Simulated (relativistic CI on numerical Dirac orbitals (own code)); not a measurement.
**Bi⁶⁺: one ion under different settings**

Aim: see what numerical and physical settings do to the SCF, the total energy and the lowest levels of Bi⁶⁺.

Method: Dirac-Coulomb-Breit CI, KLI orbitals optimised for each configuration, model QED (radiative potential, 1s self-energy scaled to tabulated hydrogen-like ionisation energies), numerical settings as typed. Code: relativistic CI on numerical Dirac orbitals (own code) version 3.

**1. What is computed**

* ion: Bi⁶⁺ (Bi VII)
* nuclear charge: 83
* electrons: 77
* isotope: A = 209

**2. The usual input**

Settings, as recorded:

```ini
atom Bi  Z=83  charge=6  electrons=77
nucleus A=209  rms_radius_fm=5.5211
hamiltonian dirac-coulomb  breit=on  qed=on  c_scale=1
orbitals kli  potential=per-configuration
slater_scale 1
correlation none
mixing on
grid step=0.0125 r_max=37.1
scf mixing=0.4 start=green max_iterations=150 tolerance=2e-08 node_fill=0.05
configurations
  [Xe] 4f14 5d9
  [Xe] 4f14 5d8 6s
end
```

Launch:

```console
python run_levels.py task.json out
```

task.json lists these runs, among others, and the program works through them in turn.

**3. Start potential previous, nuclear radius 4.969, iteration limit 20**

Settings, as recorded:

```ini
atom Bi  Z=83  charge=6  electrons=77
nucleus A=209  rms_radius_fm=4.9690
hamiltonian dirac-coulomb  breit=on  qed=on  c_scale=1
orbitals kli  potential=per-configuration
slater_scale 1
correlation none
mixing on
grid step=0.0125 r_max=37.1
scf mixing=0.4 start=previous max_iterations=20 tolerance=2e-08 node_fill=0.05
configurations
  [Xe] 4f14 5d9
  [Xe] 4f14 5d8 6s
end
```

**4. Nuclear radius 4.969**

The settings differ from step 3 so:

```diff
@@ -8,3 +8,3 @@
 grid step=0.0125 r_max=37.1
-scf mixing=0.4 start=previous max_iterations=20 tolerance=2e-08 node_fill=0.05
+scf mixing=0.4 start=green max_iterations=150 tolerance=2e-08 node_fill=0.05
 configurations
```

**5. Potential mixing 0.7, iteration limit 30, Breit term off**

Settings, as recorded:

```ini
atom Bi  Z=83  charge=6  electrons=77
nucleus A=209  rms_radius_fm=5.5211
hamiltonian dirac-coulomb  breit=off  qed=on  c_scale=1
orbitals kli  potential=per-configuration
slater_scale 1
correlation none
mixing on
grid step=0.0125 r_max=37.1
scf mixing=0.7 start=green max_iterations=30 tolerance=2e-08 node_fill=0.05
configurations
  [Xe] 4f14 5d9
  [Xe] 4f14 5d8 6s
end
```

**6. Breit term off**

The settings differ from step 5 so:

```diff
@@ -8,3 +8,3 @@
 grid step=0.0125 r_max=37.1
-scf mixing=0.7 start=green max_iterations=30 tolerance=2e-08 node_fill=0.05
+scf mixing=0.4 start=green max_iterations=150 tolerance=2e-08 node_fill=0.05
 configurations
```

**7. Tolerance 0.3**

Settings, as recorded:

```ini
atom Bi  Z=83  charge=6  electrons=77
nucleus A=209  rms_radius_fm=5.5211
hamiltonian dirac-coulomb  breit=on  qed=on  c_scale=1
orbitals kli  potential=per-configuration
slater_scale 1
correlation none
mixing on
grid step=0.0125 r_max=37.1
scf mixing=0.4 start=green max_iterations=92 tolerance=0.3 node_fill=0.05
configurations
  [Xe] 4f14 5d9
  [Xe] 4f14 5d8 6s
end
```

**8. Node fill 50**

The settings differ from step 7 so:

```diff
@@ -8,3 +8,3 @@
 grid step=0.0125 r_max=37.1
-scf mixing=0.4 start=green max_iterations=92 tolerance=0.3 node_fill=0.05
+scf mixing=0.4 start=green max_iterations=52 tolerance=2e-08 node_fill=50
 configurations
```

(Steps that only read results are left out.)

Before running it: what results should come out? Wanted: lowest level, usual settings; total energy; first excitation.

The runs gave:

| setting | total energy less usual (Ha) | largest shift of a level among the lowest eight of both runs, same label and place (cm⁻¹) | SCF iterations | time | lowest level | kind of change |
| --- | --- | --- | --- | --- | --- | --- |
| usual | 0 | 0 | 25 | 0.17 s | 5d9 2D5/2 | - |
| start potential previous, nuclear radius 4.969, iteration limit 20 | -0.982 | 43.0 | 21 | 0.15 s | 5d9 2D5/2 | unphysical constant |
| nuclear radius 4.969 | -0.982 | 42.9 | 25 | 0.16 s | 5d9 2D5/2 | unphysical constant |
| potential mixing 0.7, iteration limit 30, Breit term off | -25.8 | 553 | 22 | 0.14 s | 5d9 2D5/2 | model term |
| Breit term off | -25.8 | 553 | 25 | 0.15 s | 5d9 2D5/2 | model term |
| tolerance 0.3 | 0.313 | 4350 | 8 | 0.11 s | 5d9 2D5/2 | unsound |
| node fill 50 | 1.59 | 10200 | 26 | 0.17 s | 5d9 2D5/2 | unsound |

| quantity | value |
| --- | --- |
| lowest level, usual settings | 5d9 2D5/2 |
| total energy | -21513.5422 Ha |
| first excitation | 25021 cm⁻¹ |

Among the runs whose levels can be followed, they move most under «node fill 50» (unsound), by up to 10200 cm⁻¹. Only the listed configurations are in the model.
